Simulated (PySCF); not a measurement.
**Ar²⁺, Ar³⁺: ionisation energy in jorge-DZP-DKH**

Each state of argon is computed at each level; their differences give the ionisation energy. How far do the methods differ?

Method: unrestricted determinants in a Gaussian basis, no spin-orbit coupling in the energies. Code: PySCF 2.14.0.

### 1 The system

```
Element                                   : argon (Z = 18)
Basis                                     : jorge-DZP-DKH
Hamiltonian                               : scalar relativity by spin-free X2C-1e
State 1                                   : Ar²⁺: [Ne] 3s2 3p4, high-spin 3P determinant
State 2                                   : Ar³⁺: [Ne] 3s2 3p3, high-spin 4S determinant
Methods                                   : UHF, B3LYP, BP86, MP2, CCSD(T)
Core shells frozen in the correlated runs : valence: [Ne] (for Ar²⁺)
```

The outer shells:

Ar2+ [Ne] 3s2 3p4
```
[Ne] core
3s [↑↓]
3p [↑↓][↑ ][↑ ]
```

Ar3+ [Ne] 3s2 3p3
```
[Ne] core
3s [↑↓]
3p [↑ ][↑ ][↑ ]
```

The runs were made by one driver on top of PySCF. The scripts below sum up each run's settings (the driver also hands on starting orbitals that pick excited configurations, and frozen orbitals as a list rather than a count), and the logs come from the driver's own runs. The driver starts from symmetry-adapted Hartree-Fock orbitals, holds the occupation by maximum overlap and uses a logarithmic radial grid for functionals, so a plain start would take other cycles.

The driver's launch:

```bash
$ OMP_NUM_THREADS=1 python atomrun2.py TASK.json OUT
```

The integrals over 24 functions and the set-up took 0.08 s of CPU time.

### 2 Ar²⁺

#### UHF

File input.py:

```python
from pyscf import gto, scf, dft, mp, cc
import basis_set_exchange as bse
mol = gto.M(atom="Ar 0 0 0", charge=2, spin=2, symmetry="D2h",
            basis=gto.basis.parse(bse.get_basis("jorge-DZP-DKH", elements=["Ar"], fmt="nwchem", header=False)),
            nucmod="G")
mf = scf.UHF(mol).sfx2c1e()
mf.irrep_nelec = {'Ag': (3, 3), 'B1u': (2, 1), 'B2u': (2, 2), 'B3u': (2, 1)}
mf.kernel()
```

#### B3LYP

input.py, as changed from the run before:

```diff
@@ -5,3 +5,3 @@
             nucmod="G")
-mf = scf.UHF(mol).sfx2c1e()
+mf = dft.UKS(mol, xc="B3LYP").sfx2c1e()
 mf.irrep_nelec = {'Ag': (3, 3), 'B1u': (2, 1), 'B2u': (2, 2), 'B3u': (2, 1)}
```

#### BP86

input.py, as changed from the run before:

```diff
@@ -5,3 +5,3 @@
             nucmod="G")
-mf = dft.UKS(mol, xc="B3LYP").sfx2c1e()
+mf = dft.UKS(mol, xc="B88,P86").sfx2c1e()
 mf.irrep_nelec = {'Ag': (3, 3), 'B1u': (2, 1), 'B2u': (2, 2), 'B3u': (2, 1)}
```

#### MP2 (valence)

input.py, as changed from the run before:

```diff
@@ -5,4 +5,5 @@
             nucmod="G")
-mf = dft.UKS(mol, xc="B88,P86").sfx2c1e()
+mf = scf.UHF(mol).sfx2c1e()
 mf.irrep_nelec = {'Ag': (3, 3), 'B1u': (2, 1), 'B2u': (2, 2), 'B3u': (2, 1)}
 mf.kernel()
+mp.UMP2(mf, frozen=5).kernel()
```

#### CCSD(T) (valence)

input.py, as changed from the run before:

```diff
@@ -8,2 +8,3 @@
 mf.kernel()
-mp.UMP2(mf, frozen=5).kernel()
+mycc = cc.CCSD(mf, frozen=5).run()
+mycc.ccsd_t()
```

### 3 Ar³⁺

#### UHF

File input.py:

```python
from pyscf import gto, scf, dft, mp, cc
import basis_set_exchange as bse
mol = gto.M(atom="Ar 0 0 0", charge=3, spin=3, symmetry="D2h",
            basis=gto.basis.parse(bse.get_basis("jorge-DZP-DKH", elements=["Ar"], fmt="nwchem", header=False)),
            nucmod="G")
mf = scf.UHF(mol).sfx2c1e()
mf.irrep_nelec = {'Ag': (3, 3), 'B1u': (2, 1), 'B2u': (2, 1), 'B3u': (2, 1)}
mf.kernel()
```

#### B3LYP

input.py, as changed from the run before:

```diff
@@ -5,3 +5,3 @@
             nucmod="G")
-mf = scf.UHF(mol).sfx2c1e()
+mf = dft.UKS(mol, xc="B3LYP").sfx2c1e()
 mf.irrep_nelec = {'Ag': (3, 3), 'B1u': (2, 1), 'B2u': (2, 1), 'B3u': (2, 1)}
```

#### BP86

input.py, as changed from the run before:

```diff
@@ -5,3 +5,3 @@
             nucmod="G")
-mf = dft.UKS(mol, xc="B3LYP").sfx2c1e()
+mf = dft.UKS(mol, xc="B88,P86").sfx2c1e()
 mf.irrep_nelec = {'Ag': (3, 3), 'B1u': (2, 1), 'B2u': (2, 1), 'B3u': (2, 1)}
```

#### MP2 (valence)

input.py, as changed from the run before:

```diff
@@ -5,4 +5,5 @@
             nucmod="G")
-mf = dft.UKS(mol, xc="B88,P86").sfx2c1e()
+mf = scf.UHF(mol).sfx2c1e()
 mf.irrep_nelec = {'Ag': (3, 3), 'B1u': (2, 1), 'B2u': (2, 1), 'B3u': (2, 1)}
 mf.kernel()
+mp.UMP2(mf, frozen=5).kernel()
```

#### CCSD(T) (valence)

input.py, as changed from the run before:

```diff
@@ -8,2 +8,3 @@
 mf.kernel()
-mp.UMP2(mf, frozen=5).kernel()
+mycc = cc.CCSD(mf, frozen=5).run()
+mycc.ccsd_t()
```

Before running it: what results should come out?

As calculated:

| quantity | value |
| --- | --- |
| ionisation energy, Ar²⁺ | UHF 39.286, CCSD(T) (valence) 39.825 eV; reference 40.735 ± 0.012 |

Accuracy against cost (mean over 1 difference):

| method | mean absolute miss against CCSD(T) (valence) (eV) | CPU time, both states (s) |
| --- | --- | --- |
| UHF | 0.539 | 0.19 |
| B3LYP | 0.984 | 0.41 |
| BP86 | 1.008 | 0.3 |
| MP2 (valence) | 0.012 | 0.19 |
| SCS-MP2 (valence) | 0.019 | 0.19 |
| CCSD (valence) | 0.007 |  |
| CCSD(T) (valence) | 0.000 | 0.51 |

In words: The methods span 1.547 eV, from UHF (39.286) to BP86 (40.833). The reference is uncertain or not like for like (spin-orbit coupling or other relativistic terms), so no ranking of close methods is drawn. The basis is finite, and no extrapolation was made.
